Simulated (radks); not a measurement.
**Shell filling in a hard-walled sphere of radius 2.01 bohr*, N = 21 to 28**

Which level does each new electron take in a hard-walled sphere of radius 2.01 bohr*, and at which counts is the dot hardest to charge further? Each count tries a few candidate levels and keeps the lowest.

The numbers are computed with radks (version 2): non-relativistic spin-polarised Kohn-Sham, LDA (Slater exchange, Perdew-Wang correlation), spherically averaged shells.

**1. The model**

- well: a hard-walled sphere of radius 2.01 bohr*
- functional: LDA (Slater exchange, Perdew-Wang correlation)
- levels: named by radial order: 1s, 1p, 1d, 2s, 1f and so on
- units: effective atomic units, hartree* and bohr*
- configuration carried in: 1s2 1p6 1d10 1f(up 2, down 0) (N = 20, energy 193.926185)

Further steps of the session: Electron number 21; N = 22; 23 electrons; Electron number 24; Electron number 25; N = 26; 27 electrons; 28 electrons.

Q: Predict the outcome of this session. Wanted: closed shells at N; largest addition energy; most unpaired electrons; configuration at N = 28.

As calculated:

| quantity | value |
| --- | --- |
| closed shells at N | none in this range |
| largest addition energy | 0.768 hartree* at N = 25 (of N = 21 to 27) |
| most unpaired electrons | 7 at N = 25 |
| configuration at N = 28 | 1s2 1p6 1d10 1f(up 7, down 3) |

What this shows: No closed-shell configuration falls in this range; the second difference peaks at N = 25, where a shell is half full. Among the lowest states kept at each count, up to 7 electrons are unpaired (N = 25), since exchange favours parallel spins. The model keeps every shell spherical, so real clusters and dots, which can deform, may order levels otherwise.
